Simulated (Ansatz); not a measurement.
# ClFH7N3Si2: one species, many methods

An exercise on one series of results from a longer session: the logs are not shown, and one member is left open.

Method: functionals in def2-TZVPP, the program's frozen cores in correlated methods; program: Ansatz 0.2.0, Gaussian basis.

Plan: PBE-D4, r2SCAN-D4, PBE0-D4, B3LYP-D4, ωB97X-V, ωB97M-V, B2PLYP; CCSD(T)/def2-TZVPP; MP2/def2-QZVPP; extrapolation to the limit.

### Structure used throughout

The geometry comes from an earlier relaxation with PBE0-D4 in a triple-zeta def2 set; it is a stationary point, not always the lowest conformer.

SMILES `N[Si@H](F)N[Si@H](N)Cl`, 14 atoms, charge 0, spin multiplicity 1.

Atoms are counted from 1 here; the program's logs count them from 0.

Bond lengths: N1–Si2 1.712 Å, N1–H8 1.009 Å, N1–H9 1.009 Å, Si2–F3 1.596 Å, Si2–N4 1.705 Å, Si2–H10 1.482 Å, N4–Si5 1.720 Å, N4–H11 1.011 Å, Si5–N6 1.687 Å, Si5–Cl7 2.079 Å, Si5–H12 1.477 Å, N6–H13 1.005 Å, N6–H14 1.010 Å. Angles: Si2–N1–H8 118.7°, Si2–N1–H9 118.8°, H8–N1–H9 110.8°, N1–Si2–F3 103.8°, N1–Si2–N4 109.2°, N1–Si2–H10 117.2°, F3–Si2–N4 114.2°, F3–Si2–H10 105.8°, N4–Si2–H10 106.8°, Si2–N4–Si5 130.2°, Si2–N4–H11 114.5°, Si5–N4–H11 115.2°, N4–Si5–N6 107.4°, N4–Si5–Cl7 106.7°, N4–Si5–H12 114.2°, N6–Si5–Cl7 115.4°, N6–Si5–H12 110.2°, Cl7–Si5–H12 103.2° and more.

Set-up of the first run:

in.yaml

```yaml
crystal:
  periodic: [false, false, false]
  atoms:
    - {symbol: N, position_ang: [-0.450181, 1.875056, -0.034614]}
    - {symbol: Si, position_ang: [-1.272349, 0.564930, -0.768542]}
    - {symbol: F, position_ang: [-2.502445, 0.290140, 0.210440]}
    - {symbol: N, position_ang: [-0.199367, -0.750150, -0.929240]}
    - {symbol: Si, position_ang: [0.917778, -1.416146, 0.196537]}
    - {symbol: N, position_ang: [0.837460, -0.481318, 1.598776]}
    - {symbol: Cl, position_ang: [2.769883, -1.450391, -0.748036]}
    - {symbol: H, position_ang: [0.377241, 2.238766, -0.482316]}
    - {symbol: H, position_ang: [-0.992428, 2.619530, 0.376389]}
    - {symbol: H, position_ang: [-1.865772, 0.799916, -2.105678]}
    - {symbol: H, position_ang: [-0.207118, -1.189261, -1.839513]}
    - {symbol: H, position_ang: [0.677809, -2.837769, 0.517478]}
    - {symbol: H, position_ang: [1.253013, -0.773664, 2.465626]}
    - {symbol: H, position_ang: [0.656488, 0.510381, 1.542684]}
basis:
  gaussian: {orbitals: def2-TZVPP}
hamiltonian: {xc: pbe, dispersion: d4}
output: {forces: true, orbitals: {seedname: orbitals}}
```

Started as:

```bash
> ansatz run in.yaml --threads 2 --pin off --events-out ev --progress --plain --max-ram 32768MiB --backend cuda --devices 0, --max-vram 18GiB
```

Among the steps run: PBE-D4 (GGA); r2SCAN-D4 (meta-GGA); PBE0-D4 (hybrid); B3LYP-D4 (hybrid); ωB97X-V (range-separated); ωB97M-V (range-separated); B2PLYP (double hybrid); CCSD(T) in def2-TZVPP; MP2 in def2-QZVPP.

One of the session's tables, all rows but one given; the rest of the session is left out.

It belongs to the step «Atomisation energies». 

```
            method  atomisation energy (kJ/mol)
            PBE-D4                       5188.1
         r2SCAN-D4                       5107.7
           PBE0-D4                       5092.8
          B3LYP-D4                       5132.8
           ωB97X-V                       5165.9
           ωB97M-V                       5163.8
            B2PLYP                       5065.9
     HF/def2-TZVPP                       3594.5
    MP2/def2-TZVPP                       5062.8
   CCSD/def2-TZVPP                       4881.8
CCSD(T)/def2-TZVPP                       4960.7
           MP2/CBS                       5247.3
       CCSD(T)/CBS                            ?
```

Q: Estimate the row for CCSD(T)/CBS from the others.

The run gave: atomisation energy (kJ/mol): 5145.2. In the column «atomisation energy (kJ/mol)» it lies between B3LYP-D4 (5132.8) and ωB97M-V (5163.8).
